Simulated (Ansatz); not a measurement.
# HfSi (septet): wave-function methods side by side, def2-QZVPP

An exercise on one series of results from a longer session: the logs are not shown, and one member is left open.

The runs use Ansatz 0.2.0, Gaussian basis; def2-QZVPP, core rule «outside noble gas», up to 9 orbitals frozen.

The runs, in order: UHF; ROHF; CCSD(T) on UHF.

### What is computed

The geometry is a PBE0/def2-TZVP stationary point (not a proven minimum) of the parent state, kept for this charge and spin. No spin-orbit coupling is included. Elements past krypton take def2 core potentials.

2 atoms, charge 0, spin multiplicity 7.

Atoms are counted from 1 here; the program's logs count them from 0.

Bond lengths: Hf1–Si2 2.547 Å.

Set-up of the first run:

The input, in.yaml:

```yaml
crystal:
  periodic: [false, false, false]
  atoms:
    - {symbol: Hf, position_ang: [0.000000, 0.000000, 0.000000]}
    - {symbol: Si, position_ang: [0.000000, 0.000000, 2.547000]}
basis:
  gaussian: {orbitals: "def2-QZVPP.json"}
magnetization: {spin_polarized: true, initial_magnetization: 6}
hamiltonian: {xc: hf}
output: {orbitals: {seedname: orbitals}}
```

Started as:

```bash
$ ansatz run in.yaml --threads 1 --pin off --events-out ev --progress --plain --max-ram 4096MiB --backend cpu
```

Steps of the session up to this table: UHF; ROHF; CCSD(T) on UHF.

One table of the session follows, with a row left open; its other results are not shown here.

```
  method  from UCCSD(T) (kcal/mol)
    ROHF                         ?
     UHF                    +87.63
    UMP2                    +16.96
   UCCSD                     +4.90
UCCSD(T)                         0
```

**Question.** Estimate the row for ROHF.

As computed: from UCCSD(T) (kcal/mol): +90.40. In the column «from UCCSD(T) (kcal/mol)» it is the highest.
